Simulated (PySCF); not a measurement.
**One shape, several levels: CH3AlF2O (SMILES C[O][Al]([F])[F])**

We compute a comparison of 6 runs (B3LYP/6-31G*, PBE/6-31G*, SVWN5/6-31G*, r2SCAN/6-31G*, wB97X/6-31G*, CCSD(T)/6-31G*) of CH3AlF2O. 

The calculation is run with PySCF 2.14.0.

3 further runs of the same task are left out: 3 set aside as unsound or not needed.

### Step 1. The molecule

CH3AlF2O has 8 atoms, charge 0, and is taken as a singlet. As SMILES, `C[O][Al]([F])[F]`. The shape is that of a PBE0-D4/def2-TZVP optimisation.

Bond lengths: C1–O2 1.401 Å, O2–Al3 1.661 Å, Al3–F4 1.634 Å, Al3–F5 1.639 Å, C1–H6 1.095 Å, C1–H7 1.094 Å, C1–H8 1.094 Å. Angles: C1–O2–Al3 136.9°, O2–Al3–F4 119.6°, O2–Al3–F5 122.1°, F4–Al3–F5 118.3°, O2–C1–H6 112.5°, O2–C1–H7 109.7°, O2–C1–H8 109.7°, H6–C1–H7 108.4°, H6–C1–H8 108.4°, H7–C1–H8 108.1°.

### Step 2. A single-point energy at B3LYP/6-31G(d) (spherical functions) (run 1)

geometry.xyz reads:

```xyz
8
CH3AlF2O
C     -0.239000     0.900700     0.881500
O     -0.459800    -0.316300     0.222600
Al     0.227600    -1.156300    -1.035300
F     -0.392600    -2.602700    -1.474500
F      1.520300    -0.581200    -1.861800
H      0.609600     1.454200     0.465200
H     -0.042800     0.715700     1.941600
H     -1.131100     1.528900     0.804800
```

input.py reads:

```python
# C[O][Al]([F])[F]
from pyscf import gto, dft

system = gto.Mole()
system.atom = 'geometry.xyz'
system.verbose = 3
system.basis = '6-31g*'
system.max_memory = 1860
system.build()

mf = dft.RKS(system, xc='b3lyp')
mf.grids.level = 5
mf.conv_tol = 1e-10
mf.kernel()
if not mf.converged:
    mf = mf.newton().run(mf.mo_coeff, mf.mo_occ)

e_final = mf.e_tot
print('E(%s) = %.9f' % ('B3LYP', e_final))
```

Launch:

```console
$ OMP_NUM_THREADS=1 python input.py
```

Log:

```text
converged SCF energy = -557.428185604642
E(B3LYP) = -557.428185605
```

Wall time 19 s (1 thread of Intel Xeon at 2.70GHz, shared host); peak memory 0.41 GiB.

### Step 3. The energy at PBE/6-31G(d) (spherical functions) (run 2)

run.py reads:

```python
# C[O][Al]([F])[F]
from pyscf import gto, dft

mol = gto.Mole()
mol.atom = '''
C     -0.451645     1.702076     1.665794
O     -0.868896    -0.597720     0.420653
Al     0.430102    -2.185090    -1.956433
F     -0.741906    -4.918390    -2.786401
F      2.872951    -1.098309    -3.518292
H      1.151977     2.748040     0.879101
H     -0.080880     1.352477     3.669092
H     -2.137469     2.889202     1.520852
'''
mol.verbose = 3
mol.basis = '6-31g*'
mol.max_memory = 1860
mol.unit = 'bohr'
mol.charge = 0
mol.build()

ks = dft.RKS(mol, xc='pbe')
ks.conv_tol = 1e-10
ks.grids.level = 5
ks.kernel()
if not ks.converged:
    ks = ks.newton().run(ks.mo_coeff, ks.mo_occ)

etot = ks.e_tot
print('Final energy', etot)
```

Launch:

```console
$ OMP_NUM_THREADS=1 python run.py
```

Log:

```text
converged SCF energy = -556.935853027658
Final energy -556.9358530276581
```

Run time: 20 s. Hardware: 1 thread of Intel Xeon at 2.70GHz, shared host; peak memory 0.41 GiB.

Runs 3 to 5 aren't shown in full; the table further down has their settings and results.

### Step 4. A single-point energy at CCSD(T)/6-31G(d) (spherical functions) (run 6)

run.py reads:

```python
# C[O][Al]([F])[F]
from pyscf import gto, cc

mol = gto.M(
    atom=[
    ('C', (-0.239000, 0.900700, 0.881500)),
    ('O', (-0.459800, -0.316300, 0.222600)),
    ('Al', (0.227600, -1.156300, -1.035300)),
    ('F', (-0.392600, -2.602700, -1.474500)),
    ('F', (1.520300, -0.581200, -1.861800)),
    ('H', (0.609600, 1.454200, 0.465200)),
    ('H', (-0.042800, 0.715700, 1.941600)),
    ('H', (-1.131100, 1.528900, 0.804800)),
],
    charge=0,
    max_memory=1860,
    basis='6-31g*',
    spin=0,
    verbose=3,
)

myscf = mol.RHF()
myscf.conv_tol = 1e-10
myscf.kernel()
if not myscf.converged:
    myscf = myscf.newton().run(myscf.mo_coeff, myscf.mo_occ)

mycc = cc.CCSD(myscf, frozen=9)
mycc.kernel()
e_t = mycc.ccsd_t()
etot = mycc.e_tot + e_t
print('E = %.10f Eh' % etot)
```

Launch:

```console
$ OMP_NUM_THREADS=1 python run.py
```

Log:

```text
converged SCF energy = -555.450533459607
E(CCSD) = -556.1703280650482  E_corr = -0.7197946054411875
CCSD(T) correction = -0.0132990740638988
E = -556.1836271391 Eh
```

Run time: 20 s. Hardware: 1 thread of Intel Xeon at 2.70GHz, shared host; peak memory 0.37 GiB.

### Step 5. All runs side by side

```tsv
run	level	integration grid	frozen core orbitals	energy (Eh)	dipole moment (D) of the reference	HOMO energy (eV)	LUMO energy (eV)	wall time
1	B3LYP/6-31G* (spherical functions)	5	–	-557.428186	2.07	-8.18	-1.01	19 s
2	PBE/6-31G* (spherical functions)	5	–	-556.935853	1.99	-6.82	-1.57	20 s
3	SVWN5/6-31G* (spherical functions)	5	–	-554.168303	2.09	-6.96	-1.79	10 s
4	r2SCAN/6-31G* (spherical functions)	5	–	-557.236878	2.05	-7.21	-1.02	29 s
5	wB97X/6-31G* (spherical functions)	5	–	-557.332570	2.06	-10.92	1.50	29 s
6	CCSD(T)/6-31G* (spherical functions)	–	9	-556.183627	2.25	-12.56	2.32	20 s
```

### Step 6. Summary of results

| quantity | value |
| --- | --- |
| run 6: total energy | -556.18363 Eh |
| run 6: dipole moment (Hartree–Fock density) | 2.25 D |
| run 6: HOMO energy (Hartree–Fock orbitals) | -12.56 eV |
| run 6: LUMO energy (Hartree–Fock orbitals) | 2.32 eV |
| run 6: HOMO–LUMO gap (Hartree–Fock orbitals) | 14.88 eV |
| run 6: correlation energy (9 core orbitals frozen) | -733.1 mEh |
| run 6: (T) correction | -13.30 mEh |
| run 6: T1 diagnostic | 0.013 |

Over runs 1, 2, 3, 4, 5 the dipole moment (its size) runs from 1.99 D (PBE/6-31G*) to 2.09 D (SVWN5/6-31G*). Over runs 1, 2, 3, 4, 5 the HOMO–LUMO gap runs from 5.17 eV (SVWN5/6-31G*) to 12.42 eV (wB97X/6-31G*). Totals of different functionals can't be ranked against each other. All runs together took 2.1 min, the longest 29 s.
